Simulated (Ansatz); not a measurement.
# LuAg3P4: a closer look at a trial structure

The task, for LuAg3P4: compute bands, density of states and charges.

Method: DFT PBE, scalar-relativistic, plane waves, PAW, in Ansatz 0.2.0.

2 further runs of the same task are left out: 1 that didn't finish, 1 set aside as unsound or not needed.

## 1. The structure to begin with

The structure is trigonal, space group P-3m1 (No. 164). The conventional cell has a = 4.589 Å, b = 4.589 Å, c = 8.017 Å, α = 90.00°, β = 90.00°, γ = 120.00°. Lu (site symmetry -3m) is surrounded by 6 P at 3.04 Å and 6 Ag at 3.05 Å. Around Ag (site symmetry 3m) lie 5 P at 2.65 to 3.00 Å. Around Ag (site symmetry -3m) lie 6 P at 2.66 Å. P (site symmetry 3m) has 1 P at 2.32 Å and 4 Ag at 2.65 to 3.00 Å and 3 Lu at 3.04 Å as nearest neighbours. P (site symmetry 3m) is surrounded by 4 P at 2.32 to 2.68 Å and 4 Ag at 2.66 to 2.70 Å.

As a file:

```
CELL_PARAMETERS angstrom
4.58929 0.00000 0.00000
-2.29465 3.97444 0.00000
0.00000 0.00000 8.01721
ATOMIC_POSITIONS crystal
Lu 0.00000 0.00000 0.00000
Ag 0.33333 0.66667 0.18808
Ag 0.66667 0.33333 0.81192
Ag 0.00000 0.00000 0.50000
P 0.33333 0.66667 0.81352
P 0.66667 0.33333 0.18648
P 0.33333 0.66667 0.52476
P 0.66667 0.33333 0.47524
```

It is the end of an earlier relaxation with the same method, from a generated guess; it is a trial structure. At a tolerance of 0.05 Å it has space group P-3m1 (No. 164); it has 18.28 Å³/atom, an uncorrected energy of -0.03 eV/atom over the elements.

## 2. Electronic structure at the relaxed geometry

input.yaml reads:

```yaml
crystal:
  lattice:
    - [4.5892901917, 0.0, 0.0]
    - [-2.2946450959, 3.9744418913, 0.0]
    - [0.0, 0.0, 8.0172078327]
  atoms:
    - { symbol: Lu, position: [0.0, 0.0, 0.0] }
    - { symbol: Ag, position: [0.3333333333, 0.6666666667, 0.1880803345] }
    - { symbol: Ag, position: [0.6666666667, 0.3333333333, 0.8119196655] }
    - { symbol: Ag, position: [0.0, 0.0, 0.5] }
    - { symbol: P, position: [0.3333333333, 0.6666666667, 0.8135236803] }
    - { symbol: P, position: [0.6666666667, 0.3333333333, 0.1864763197] }
    - { symbol: P, position: [0.3333333333, 0.6666666667, 0.5247628169] }
    - { symbol: P, position: [0.6666666667, 0.3333333333, 0.4752371831] }
basis:
  ecutwfc: 420
kpoints:
  mp_grid: { grid: [12, 12, 6] }
  band_path:
    path:
      - [[0.0, 0.0, 0.0], [0.5, 0.0, 0.0], [0.33333333, 0.33333333, 0.0], [0.0, 0.0, 0.0], [0.0, 0.0, 0.5], [0.5, 0.0, 0.5], [0.33333333, 0.33333333, 0.5], [0.0, 0.0, 0.5]]
      - [[0.5, 0.0, 0.5], [0.5, 0.0, 0.0]]
      - [[0.33333333, 0.33333333, 0.5], [0.33333333, 0.33333333, 0.0]]
    npoints: 14
hamiltonian:
  xc: pbe
scf:
  occupations: { method: gaussian, width: 0.1 }
  n_extra_bands: 20
output:
  forces: true
  stress: true
  eigenvalues: true
  populations: true
  dos: { projected: true, de: 0.02, nscf_kmesh: { grid: [15, 15, 8] } }
  bader: true
  write_density: true
  write_potential: true
  elf: true
  volumetric_format: npy
```

The run is started by

```sh
$ ansatz run input.yaml --threads 1 --pin off --max-ram 2560MiB --backend cpu --events-out ev --progress --plain --runs-dir out
```

Q: Predict the outcome of this session. Wanted: gap; states at the Fermi level; Bader charges.

**Answer**, as computed:

```
                 quantity                                            value
                      gap                                     none (metal)
states at the Fermi level                             3.98 per eV per cell
            Bader charges  Lu +1.67, Ag -0.12 to +0.17, P -0.69 to -0.12 e
```

In words: There is no gap at this level. Of the projected weight within 0.25 eV of the Fermi level, the largest part is P 3p (48 %) and Lu 5d (22 %). Charge transfer between the atoms is strong (Bader charges up to 1.7 e). These runs have no spin-orbit coupling; with Lu it would split and shift bands.
